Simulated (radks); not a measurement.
**Fractional charge and spin in the 6s shell of hafnium**

One table from this session's results is given with a row withheld; the runs are named, their logs left out.

Program: radks (a radial shooting solver on a logarithmic mesh, Libxc functionals) version 1. Level of theory: scalar-relativistic Kohn-Sham, PBE, spin-polarised, spherical densities, point nucleus. These are calculated values, not measurements, unless marked.

### The system

| Property | Result |
| --- | --- |
| element | hafnium (Z = 72) |
| configuration | [Xe] 4f14 5d(up 1, down 1) 6s(up 1, down 1) |

A shell typed twice in an input gives spin up, then spin down.

Set-up of the first run:

Settings of this run:

```text
Z 72
configuration [Xe] 4f14 5d1 5d1 6s1 6s1
relativity scalar-relativistic
functional pbe,pbe
spin polarised
nucleus point
c 137.035999084
```

Among the steps run: 6s: up 1, down 1.

One of the session's tables, all rows but one given; the rest of the session is left out.

Radial moments (bohr):

```
level     <r>  outermost maximum (interpolated)  90 % within  nodes
   4s  0.4682                             0.437        0.672      3
   4p  0.4976                             0.458        0.724      2
   4d  0.5352                             0.471        0.804      1
   5s   1.135                              1.02         1.64      4
   5p   1.342                              1.16         1.97      3
   4f  0.6773                             0.455         1.15      0
   6s   3.450                              2.90         5.13      5
   5d       ?                                 ?            ?      ?
```

**Question.** Estimate the row for 5d.

**Answer.** <r>: 2.514; outermost maximum (interpolated): 1.69; 90 % within: 4.19; nodes: 2. In the column «<r>» it lies between 5p (1.342) and 6s (3.450).
